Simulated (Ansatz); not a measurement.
Predict the output of the script below (Ansatz's Python interface).

`tae_ch5alo2.py`
```python
"""Energy to split CH5AlO2 into its atoms."""

from collections import Counter

import ansatz as az


def total_energy(molecule, charge=0, unpaired=0):
    calc = molecule.calculation().basis(gaussian="def2-TZVP").functional("pbe", dispersion="d4")
    if charge:
        calc = calc.charge(charge)
    if unpaired:
        calc = calc.spin("collinear", total=unpaired)
    report = calc.run(threads=1, pin="off").report
    if report["published_state_doubts"]:
        print("  doubts:", report["published_state_doubts"])
    return report["free_energy_ev"]

geometry = (
    az.Crystal.molecule()
    .atom("C", [-1.1782, 0.4907, 0.5692])
    .atom("O", [-0.1774, 1.1904, -0.099])
    .atom("Al", [0.9077, -0.0563, -0.9073])
    .atom("O", [2.42, -0.7526, 0.0472])
    .atom("H", [-1.8786, 1.2918, 1.009])
    .atom("H", [-1.8511, -0.0264, -0.1617])
    .atom("H", [-0.8204, -0.121, 1.3744])
    .atom("H", [0.698, -0.5235, -2.3958])
    .atom("H", [1.9685, -1.5394, 0.5468])
)

# unpaired electrons of the ground-state atoms
unpaired = {"C": 2, "O": 2, "Al": 1, "H": 1}
counts = Counter(site.symbol for site in geometry.cartesian_sites)
atom_energy = {s: total_energy(az.Crystal.molecule().atom(s, (0, 0, 0)), 0, unpaired[s]) for s in counts}
whole = total_energy(geometry, 0, 0)
for s, e in atom_energy.items():
    print(f"{s:2s} x{counts[s]}  {e:14.5f} eV")
print(f"CH5AlO2: {whole:.5f} eV")
split = sum(counts[s] * e for s, e in atom_energy.items()) - whole
print(f"atomisation energy (no zero-point term): {96.485332 * split:.1f} kJ/mol, {split / sum(counts.values()):.3f} eV an atom")
```

Output of `python tae_ch5alo2.py`:
```text
C  x1     -1028.48074 eV
O  x2     -2041.11715 eV
Al x1     -6591.34854 eV
H  x5       -13.59523 eV
CH5AlO2: -11803.61722 eV
atomisation energy (no zero-point term): 3239.7 kJ/mol, 3.731 eV an atom
```

3239.7 kJ/mol from the electronic energies, without the zero-point term.

What to keep in mind:
- Total energies depend on the basis set; only differences at equal settings carry meaning.
- The geometry is a force-field or estimated start, not a minimum of this method, and the basis set is short of its limit. All parts are taken at fixed geometry, without zero-point energy.
- This functional overbinds, so such energies come out a few per cent too high (LDA far more).
- The whole script took 4.3 s on 1 thread of Arm Neoverse V2 (shared host), peak memory 0.22 GiB.
